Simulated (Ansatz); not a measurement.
# CH10BNSi2: a ladder of functionals and wavefunction methods

One table from this session's results is given with a row withheld; the runs are named, their logs left out.

Computed with Ansatz 0.2.0, Gaussian basis. Level: functionals in def2-TZVPP, the program's frozen cores in correlated methods.

Plan: LDA (SPW92), PBE-D4, revPBE-D4, BLYP-D4, r2SCAN-D4, B97M-V, PBE0-D4, B3LYP-D4, r2SCANh-D4, r2SCAN0-D4, HSE06-D4, BHLYP-D4, CAM-B3LYP-D4, LC-ωPBE, ωB97X-V, ωB97M-V, B2PLYP, PBE-QIDH; CCSD(T)/def2-SVP; CCSD(T)/def2-TZVPP; MP2/def2-QZVPP; extrapolation to the limit; RPA on PBE.

**Structure used throughout**

The geometry comes from an earlier relaxation with PBE0-D4 in a triple-zeta def2 set; it is a stationary point, not always the lowest conformer.

SMILES `BN(C)[SiH2][SiH3]`, 15 atoms, charge 0, spin multiplicity 1.

Atoms are counted from 1 here; the program's logs count them from 0.

Bond lengths: B1–N2 1.393 Å, B1–H6 1.200 Å, B1–H7 1.199 Å, N2–C3 1.458 Å, N2–Si4 1.758 Å, C3–H8 1.090 Å, C3–H9 1.095 Å, C3–H10 1.095 Å, Si4–Si5 2.336 Å, Si4–H11 1.492 Å, Si4–H12 1.492 Å, Si5–H13 1.486 Å, Si5–H14 1.486 Å, Si5–H15 1.490 Å. Angles: N2–B1–H6 119.4°, N2–B1–H7 119.8°, H6–B1–H7 120.8°, B1–N2–C3 121.8°, B1–N2–Si4 122.4°, C3–N2–Si4 115.8°, N2–C3–H8 109.8°, N2–C3–H9 111.0°, N2–C3–H10 111.0°, H8–C3–H9 108.6°, H8–C3–H10 108.6°, H9–C3–H10 107.8°, N2–Si4–Si5 112.2°, N2–Si4–H11 108.4°, N2–Si4–H12 108.4°, Si5–Si4–H11 110.7°, Si5–Si4–H12 110.7°, H11–Si4–H12 106.2° and more.

Set-up of the first run:

in.yaml

```yaml
crystal:
  periodic: [false, false, false]
  atoms:
    - {symbol: B, position_ang: [-0.023510, 1.466396, 0.817588]}
    - {symbol: N, position_ang: [-0.042141, 0.074961, 0.887807]}
    - {symbol: C, position_ang: [-0.109312, -0.629183, 2.163162]}
    - {symbol: Si, position_ang: [0.013436, -0.941818, -0.544909]}
    - {symbol: Si, position_ang: [0.119946, 0.310333, -2.513922]}
    - {symbol: H, position_ang: [0.032465, 2.000828, -0.255181]}
    - {symbol: H, position_ang: [-0.063462, 2.114156, 1.825875]}
    - {symbol: H, position_ang: [-0.141525, 0.090566, 2.981484]}
    - {symbol: H, position_ang: [-1.002949, -1.258847, 2.217452]}
    - {symbol: H, position_ang: [0.763284, -1.275302, 2.301424]}
    - {symbol: H, position_ang: [-1.191312, -1.822150, -0.543790]}
    - {symbol: H, position_ang: [1.192523, -1.849255, -0.432146]}
    - {symbol: H, position_ang: [1.347035, 1.146849, -2.555588]}
    - {symbol: H, position_ang: [-1.078636, 1.174317, -2.669380]}
    - {symbol: H, position_ang: [0.162358, -0.652451, -3.650475]}
basis:
  gaussian: {orbitals: def2-TZVPP}
hamiltonian: {xc: lda}
output: {orbitals: {seedname: orbitals}}
```

On the command line:

```bash
$ ansatz run in.yaml --threads 4 --pin off --events-out ev --progress --plain --max-ram 10444MiB
```

Among the steps run: LDA; PBE-D4 (GGA); revPBE-D4 (GGA); BLYP-D4 (GGA); r2SCAN-D4 (meta-GGA); B97M-V (meta-GGA); B3LYP-D4 (hybrid); r2SCANh-D4 (hybrid); r2SCAN0-D4 (hybrid); HSE06-D4 (hybrid); BHLYP-D4 (hybrid); CAM-B3LYP-D4 (range-separated); LC-ωPBE (range-separated); ωB97X-V (range-separated); ωB97M-V (range-separated); B2PLYP (double hybrid); PBE-QIDH (double hybrid).

One table of the session follows, with a row left open; its other results are not shown here.

It belongs to the step «Orbital energies across the functionals». 

| functional | HOMO (eV) | gap (eV) |
| --- | --- | --- |
| LDA (SPW92) | -6.95 | 5.56 |
| PBE-D4 | -6.82 | 5.67 |
| revPBE-D4 | -6.77 | 5.72 |
| BLYP-D4 | -6.68 | 5.67 |
| r2SCAN-D4 | -7.05 | 6.25 |
| B97M-V | -7.19 | 6.23 |
| PBE0-D4 | -8.04 | 7.85 |
| B3LYP-D4 | ? | ? |
| r2SCANh-D4 | -7.51 | 7.04 |
| r2SCAN0-D4 | -8.21 | 8.22 |
| HSE06-D4 | -7.64 | 7.07 |
| BHLYP-D4 | -9.18 | 9.93 |
| CAM-B3LYP-D4 | -9.40 | 10.24 |
| LC-ωPBE | -10.77 | 12.78 |
| ωB97X-V | -10.42 | 12.30 |
| ωB97M-V | -10.34 | 11.93 |

**Question.** Estimate the row for B3LYP-D4.

Worked estimate for «HOMO (eV)». Against the share of exact exchange, BLYP-D4 (0, -6.68), BHLYP-D4 (0.5, -9.18) give a slope of -5.00 per unit share; at 0.2 the line stands at -7.68.

**Answer.** HOMO (eV): -7.82; gap (eV): 7.40. In «HOMO (eV)» the line misses by +0.14.
